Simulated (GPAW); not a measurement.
# SiSe (P-6m2) in GPAW: convergence with density grid spacing (A)

Aim: find how far density grid spacing (A) must go before the results for SiSe settle, at PBE. This setting moves, with any that are tied to it; all else stays.

All numbers are computed with GPAW 26.7.0; they aren't measurements. Logs are shortened: lines on timing, memory, paths and dates and some standing lists are left out, and cuts for length are marked. The log counts tension as positive stress, the text compression.

**1. Starting point**

It takes space group P-6m2 (No. 187, hexagonal). The conventional cell has a = 3.595 Å, b = 3.595 Å, c = 3.599 Å, α = 90.00°, β = 90.00°, γ = 120.00°. Si (site symmetry -6m2) has 6 Se at 2.75 Å as nearest neighbours. Se (site symmetry -6m2) has 6 Si at 2.75 Å as nearest neighbours.

The cell was built by a generator and needn't be a form met in nature.

**2. With density grid spacing (A) 0.24**

The input, run.py:

```python
from ase.dft.bandgap import bandgap
from ase.io import read, write
from ase.units import GPa
from gpaw import GPAW, PW

atoms = read('POSCAR')

calc = GPAW(mode=PW(600),
            h=0.24,
            xc='PBE',
            kpts={'size': (7, 7, 6), 'gamma': True},
            occupations={'name': 'fermi-dirac', 'width': 0.05},
            nbands=13,
            convergence={'density': 1e-05, 'energy': 1e-05},
            maxiter=100,
            txt='gpaw.txt')
atoms.calc = calc
energy = atoms.get_potential_energy()
forces = atoms.get_forces()
stress = atoms.get_stress()
calc.write('gs.gpw')
write('result.traj', atoms)
print(f'Energy: {energy:.6f} eV')
print('Forces (eV/A):')
print(forces.round(4))
print('Stress (GPa):', (stress / GPa).round(3))
print('Fermi level:', round(calc.get_fermi_level(), 4), 'eV')
print(f'Gap: {bandgap(calc)[0]:.4f} eV, direct: {bandgap(calc, direct=True)[0]:.4f} eV')
```

The input, POSCAR:

```
SiSe
1.0
    3.5951980377      0.0000000000      0.0000000000
   -1.7975990189      3.1135328323      0.0000000000
    0.0000000000      0.0000000000      3.5987300000
Si Se
1 1
Direct
    0.6666700000      0.3333300000      0.5000000000
    0.0000033333     -0.0000033333      0.0000000000
```

Potentials or basis: GPAW PAW data sets (gpaw-data 1.2.1), pw.

Launch:

```bash
OMP_NUM_THREADS=1 python run.py
```

gpaw.txt:

```text
__  _  _
 | _ |_)|_||  |
 |__||  | ||/\| - 26.7.0

Input parameters:
  mode=PW(ecut=600.0),
  convergence={'density': 1e-05, 'energy': 1e-05},
  h=0.24,
  kpts=MonkhorstPack(size=(7, 7, 6), gamma=True),
  maxiter=100,
  nbands=13,
  occupations=Occupations(name='fermi-dirac', width=0.05),
  xc=XC(name='PBE')

Diagonalizing LCAO Hamiltonian
Converting LCAO to pw mode

            Si

       Se

Atoms  # Å, Bohr magnetons
|   | symbol |        x |         y |        z |    initial magnetic moments |
|---|--------|----------|-----------|----------|-----------------------------|
| 0 |     Si | 1.797617 |  1.037834 | 1.799365 | ( 0.0000,  0.0000,  0.0000) |
| 1 |     Se | 0.000018 | -0.000010 | 0.000000 | ( 0.0000,  0.0000,  0.0000) |

Unit cell  # Å
| periodic |         x |        y |        z |  lengths |     angles |
|----------|-----------|----------|----------|----------|------------|
|      yes |  3.595198 | 0.000000 | 0.000000 | 3.595198 |  90.000000 |
|      yes | -1.797599 | 3.113533 | 0.000000 | 3.595198 |  90.000000 |
|      yes |  0.000000 | 0.000000 | 3.598730 | 3.598730 | 120.000000 |

Number of symmetries: 4
Symmetry operations  # r_c * U_cc + t_c -> r_c
|   | kind |            matrix            |
|---|------|------------------------------|
| 0 |  E   |  1, 0, 0,  0, 1, 0,  0, 0, 1 |
| 1 |  σ   |  1, 0, 0,  0, 1, 0,  0, 0,-1 |
| 2 |  σ   |  0,-1, 0, -1, 0, 0,  0, 0, 1 |
| 3 |  C2  |  0,-1, 0, -1, 0, 0,  0, 0,-1 |

BZ-sampling:
  Number of BZ points: 294
  Number of IBZ points: 64

  Monkhorst-Pack size: [7, 7, 6]
  Monkhorst-Pack shift: [0.0, 0.0, 0.08333333333333333]

K-points  # in reciprocal-cell coordinates
|     |                                coordinates |     weight |
|-----|--------------------------------------------|------------|
|   0 | (  0.00000000,   0.00000000,   0.00000000) | 0.00340136 |
|   1 | (  0.00000000,   0.00000000,   0.16666667) | 0.00680272 |
|   2 | (  0.00000000,   0.00000000,   0.33333333) | 0.00680272 |
|   3 | (  0.00000000,   0.00000000,   0.50000000) | 0.00340136 |
|   4 | (  0.14285714,  -0.14285714,   0.00000000) | 0.00680272 |
|   5 | (  0.14285714,  -0.14285714,   0.16666667) | 0.01360544 |
|   6 | (  0.14285714,  -0.14285714,   0.33333333) | 0.01360544 |
[... 90 lines left out ...]
  SVD Regularization: 0.005
  Good broyden scale: 1.0
  Trust region scale: 1.0
  Backstep threshold: 4.0
  History deletion threshold: 6.0
  Fourier metric: weight=20.0, sigma=0.015

occupation numbers:
  Fermi-Dirac:
    width: 0.0500  # eV

poisson solver:
  ecut: 4800.0  # eV

xc functional:
  name: PBE with 2 nearest neighbor stencil

convergence criteria:
- Maximum integral of absolute [dens]ity change: 1e-05 electrons / valence electron
- Maximum [total energy] change in last 3 cyles: 1e-05 eV / valence electron
- Maximum integral of absolute [eigenst]ate change: 4e-08 eV^2 / valence electron
maximum number of iterations: 100

SCF iterations
|iter     | |      energy | eigst |  dens |
|---------|-|-------------|-------|-------|
|iter:   1| |   -8.412132 | -0.27 |       |
|iter:   2| |   -8.411486 | -2.64 | -1.30 |
|iter:   3| |   -8.398788 | -3.22 | -1.32 |
|iter:   4| |   -8.399067 | -4.23 | -1.95 |
|iter:   5| |   -8.399137 | -5.47 | -2.66 |
|iter:   6| |   -8.399135c| -6.79 | -3.32 |
|iter:   7| |   -8.399136c| -8.28c| -4.01 |
|iter:   8| |   -8.399136c| -7.81c| -4.51 |
|iter:   9| |   -8.399136c| -8.85c| -5.28c|

Converged in 9 steps
Energy contributions relative to reference atoms: (reference = -73989.876381)

Energy contributions:
  Kinetic:           7.773055
  Coulomb:          -7.525858
  Zero:             -0.007812
  External:          0.000000
  Xc:               -8.637183
  Entropy:          -0.002676
  Spinorbit:         0.000000
  ----------------------------
  Free energy:      -8.400473
  Extrapolated:     -8.399136

dipole moment: (-18.051851, 10.422254, -13.246655)  # |e|*Ang

Fermi level: 7.041
Eigenvalues  # (at kpt = [0.000, 0.000, 0.000])
| band index |      eig [eV] | occ [0-2] |
|------------|---------------|-----------|
|          0 |        -8.146 |     2.000 |
|          1 |         2.403 |     2.000 |
|          2 |         3.425 |     2.000 |
|          3 |         5.324 |     2.000 |
|          4 |         5.324 |     2.000 |
|          5 |        10.004 |     0.000 |
|          6 |        10.004 |     0.000 |
|          7 |        10.616 |     0.000 |
|          8 |        13.850 |     0.000 |
|          9 |        15.169 |     0.000 |
|         10 |        17.774 |     0.000 |
|         11 |        17.774 |     0.000 |
|         12 |        18.555 |     0.000 |

No gap
No difference between direct/indirect transitions

Forces  # eV/Ang
|        x |        y |       z |
|----------|----------|---------|
| -0.00002 |  0.00001 | 0.00000 |  # Si   0
|  0.00001 | -0.00001 | 0.00000 |  # Se   1

Stress tensor  # eV/Ang^3
|         x |         y |        z |
|-----------|-----------|----------|
|  0.003199 | -0.000009 | 0.000000 |
| -0.000009 |  0.003189 | 0.000000 |
|  0.000000 |  0.000000 | 0.003289 |

# Writing to gs.gpw (mode='')
```

stdout:

```text
Energy: -8.399136 eV
Forces (eV/A):
[[-0.  0.  0.]
 [ 0. -0.  0.]]
Stress (GPa): [ 0.513  0.511  0.527  0.     0.    -0.001]
Fermi level: 7.0414 eV
Gap: 0.0000 eV, direct: 0.0000 eV
```

Wall time 8.8 s (1 thread of Arm Neoverse V2, shared host); peak memory 0.16 GiB.

Results:

```
Free energy            : -8.4005 eV
Pressure               : -0.5 GPa
Band gap on the k mesh : none (metal or under the smearing width)
```

**3. With density grid spacing (A) 0.2**

Edit run.py of step 2 so:

```diff
@@ -8,3 +8,3 @@
 calc = GPAW(mode=PW(600),
-            h=0.24,
+            h=0.2,
             xc='PBE',
```

POSCAR is that of step 2.

Potentials or basis: GPAW PAW data sets (gpaw-data 1.2.1), pw.

Launch:

```bash
OMP_NUM_THREADS=1 python run.py
```

Run time: 12 s. Hardware: 1 thread of Arm Neoverse V2, shared host; peak memory 0.16 GiB.

Results:

```yaml
Free_energy: -8.4006 eV
Pressure: -0.5 GPa
Band_gap_on_the_k_mesh: none (metal or under the smearing width)
```

**4. With density grid spacing (A) 0.17**

Edit run.py of step 3 so:

```diff
@@ -8,3 +8,3 @@
 calc = GPAW(mode=PW(600),
-            h=0.2,
+            h=0.17,
             xc='PBE',
```

POSCAR is that of step 3.

Launch:

```bash
OMP_NUM_THREADS=1 python run.py
```

Wall time 19 s (1 thread of Arm Neoverse V2, shared host); peak memory 0.17 GiB.

Results:

```yaml
Free_energy: -8.4003 eV
Pressure: -0.5 GPa
Band_gap_on_the_k_mesh: none (metal or under the smearing width)
```

**5. With density grid spacing (A) 0.15**

Edit run.py of step 4 so:

```diff
@@ -8,3 +8,3 @@
 calc = GPAW(mode=PW(600),
-            h=0.17,
+            h=0.15,
             xc='PBE',
```

POSCAR is that of step 4.

Launch:

```bash
OMP_NUM_THREADS=1 python run.py
```

Wall time 18 s (1 thread of Arm Neoverse V2, shared host); peak memory 0.17 GiB.

Results (log left out):

```
Free energy            : -8.4003 eV
Pressure               : -0.5 GPa
Band gap on the k mesh : none (metal or under the smearing width)
```

**6. With density grid spacing (A) 0.13**

Edit run.py of step 5 so:

```diff
@@ -8,3 +8,3 @@
 calc = GPAW(mode=PW(600),
-            h=0.15,
+            h=0.13,
             xc='PBE',
```

POSCAR is that of step 5.

Potentials or basis: GPAW PAW data sets (gpaw-data 1.2.1), pw.

Launch:

```bash
OMP_NUM_THREADS=1 python run.py
```

It took 27 s on 1 thread of Arm Neoverse V2, shared host; peak memory 0.18 GiB.

Results (log left out):

```yaml
Free_energy: -8.4003 eV
Pressure: -0.5 GPa
Band_gap_on_the_k_mesh: none (metal or under the smearing width)
```

**7. With density grid spacing (A) 0.11**

Edit run.py of step 6 so:

```diff
@@ -8,3 +8,3 @@
 calc = GPAW(mode=PW(600),
-            h=0.13,
+            h=0.11,
             xc='PBE',
```

POSCAR is that of step 6.

Launch:

```bash
OMP_NUM_THREADS=1 python run.py
```

It took 51 s on 1 thread of Arm Neoverse V2, shared host; peak memory 0.21 GiB.

It converged, with:

* Free energy: -8.4003 eV
* Pressure: -0.5 GPa
* Band gap on the k mesh: none (metal or under the smearing width)

**8. With density grid spacing (A) 0.09**

Edit run.py of step 7 so:

```diff
@@ -8,3 +8,3 @@
 calc = GPAW(mode=PW(600),
-            h=0.11,
+            h=0.09,
             xc='PBE',
```

POSCAR is that of step 7.

Launch:

```bash
OMP_NUM_THREADS=1 python run.py
```

Wall time 65 s (1 thread of Arm Neoverse V2, shared host); peak memory 0.23 GiB.

Results (log left out):

```
Free energy            : -8.4003 eV
Pressure               : -0.5 GPa
Band gap on the k mesh : none (metal or under the smearing width)
```

**9. Summary**

```tsv
density grid spacing (A)	energy less the tightest run, at zero smearing (meV/atom)	pressure (GPa)	SCF cycles	CPU time (s)	peak memory (GiB)
0.24	-0.09	-0.52	9	8.8	0.16
0.2	-0.17	-0.47	9	12	0.16
0.17	-0.01	-0.48	9	19	0.17
0.15	-0.01	-0.48	9	18	0.17
0.13	-0.01	-0.48	9	27	0.18
0.11	0.00	-0.48	9	51	0.21
0.09	0.00	-0.48	9	65	0.23
```

Against the tightest run, the energy stays within 1 meV/atom from 0.24 on; the pressure stays within 0.1 GPa from 0.24 on. The tightest run that finished is the yardstick and may itself not be fully converged.
